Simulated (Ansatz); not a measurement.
This script makes a ladder of basis sets of BrClZn, SMILES [Cl][Zn][Br] with Ansatz 0.2.0, Python API.

Input file `brclzn.xyz`:
```text
3

Cl   -1.75500    0.74590   -0.88790
Zn    0.04910    0.17230    0.04840
Br    1.69500   -0.98310    0.82620
```

Script `basis.py`:
```python
from dataclasses import dataclass

import ansatz as az


@dataclass(frozen=True)
class RunConfig:
    functional: str = "b3lyp"
    dispersion: str = "d3bj"


settings = RunConfig()

mol = az.Crystal.molecule_from_extxyz("brclzn.xyz")

calc = mol.calculation()
calc = calc.functional(settings.functional, dispersion=settings.dispersion)

energies = {}
for basis in ["aug-cc-pVDZ", "aug-cc-pVTZ"]:
    report = calc.basis(gaussian=basis).run().report
    size = report["n_frozen"] + report["n_occupied"][0] + report["n_virtual"][0]
    energies[basis] = (report["reference_energy_ev"] / 27.211386246, report["free_energy_ev"] / 27.211386246)
    print(f"{basis:14s} {size:4d} orbitals  reference {energies[basis][0]:14.6f} Ha  total {energies[basis][1]:14.6f} Ha")

last = energies["aug-cc-pVTZ"][1]
for basis, (_, total) in energies.items():
    print(f"{basis:14s} lies {27.211386 * (total - last):9.4f} eV above aug-cc-pVTZ")
```

How far does the total energy move along this ladder of basis sets?

Against aug-cc-pVDZ: aug-cc-pVTZ -90.5 mHa. The last step alone is -90.49 mHa. From the first set to the last the time grows from 5.3 to 6.6 s.

The run itself:

Running `python basis.py` prints:
```text
aug-cc-pVDZ     122 orbitals  reference   -4813.981219 Ha  total   -4813.986522 Ha
aug-cc-pVTZ     202 orbitals  reference   -4814.071714 Ha  total   -4814.077017 Ha
aug-cc-pVDZ    lies    2.4625 eV above aug-cc-pVTZ
aug-cc-pVTZ    lies    0.0000 eV above aug-cc-pVTZ
```

Caveats:
- The drop along the ladder measures the basis error, and is no property of the molecule.
- The geometry is a force-field or estimated start, not a minimum of this method, and the last set is no limit. Much of the fall in a total is atomic energy, which cancels in bond and reaction energies.
- Total less reference energy is the dispersion correction.
- b3lyp holds the VWN-RPA fit, as in Gaussian; the form of ORCA and Turbomole is b3lyp5.
- For Al to Cl the sets with a tight d function, cc-pV(X+d)Z, are usual.
- Finished in 12 s on 1 thread of Intel(R) Xeon(R) Processor @ 2.30GHz, with other jobs on the host, peak memory 0.64 GiB.
